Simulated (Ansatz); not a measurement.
# Cd2Se: the cost of one run

Method: DFT PBE, scalar-relativistic, plane waves, PAW, in Ansatz 0.2.0.

### Step 1. The starting structure

The structure is hexagonal, space group P6/mmm (No. 191). The conventional cell has a = 3.591 Å, b = 3.591 Å, c = 7.667 Å, α = 90.00°, β = 90.00°, γ = 120.00°. Cd (site symmetry 6mm) has 1 Se at 2.01 Å as nearest neighbours. Around Se (site symmetry 6/mmm) lie 2 Cd at 2.01 Å.

Structure file:

```
Cd Se
1.0
     3.59089    0.00000    0.00000
    -1.79544    3.10980    0.00000
     0.00000    0.00000    7.66737
Cd Se
2 1
Direct
  0.00000 0.00000 0.23828
  0.00000 0.00000 0.76172
  0.00000 0.00000 0.50000
```

Recipe of the guess: random cell by space group and Wyckoff sites (P6/mmm, No. 191). Its size is a rough estimate.

### Step 2. A first look at the guess

input.yaml

```yaml
crystal:
  lattice:
    - [3.59088981, 0.0, 0.0]
    - [-1.7954449, 3.1098018, 0.0]
    - [0.0, 0.0, 7.66737388]
  atoms:
    - { symbol: Cd, position: [0.0, 0.0, 0.23828263] }
    - { symbol: Cd, position: [0.0, 0.0, 0.76171737] }
    - { symbol: Se, position: [0.0, 0.0, 0.5] }
basis:
  ecutwfc: 420
kpoints:
  mp_grid: { grid: [6, 6, 2] }
hamiltonian:
  xc: pbe
scf:
  occupations: { method: gaussian, width: 0.1 }
  lower_state_search: "off"
output:
  forces: true
  stress: true
  eigenvalues: true
```

Command:

```console
$ ansatz run input.yaml --threads 1 --pin off --max-ram 2560MiB --backend cpu --events-out ev --progress --plain --runs-dir out
```

Q: Estimate wall time and peak memory on 1 thread of Arm Neoverse V2, shared host.

About 2.1 s, with a peak of 0.34 GiB.
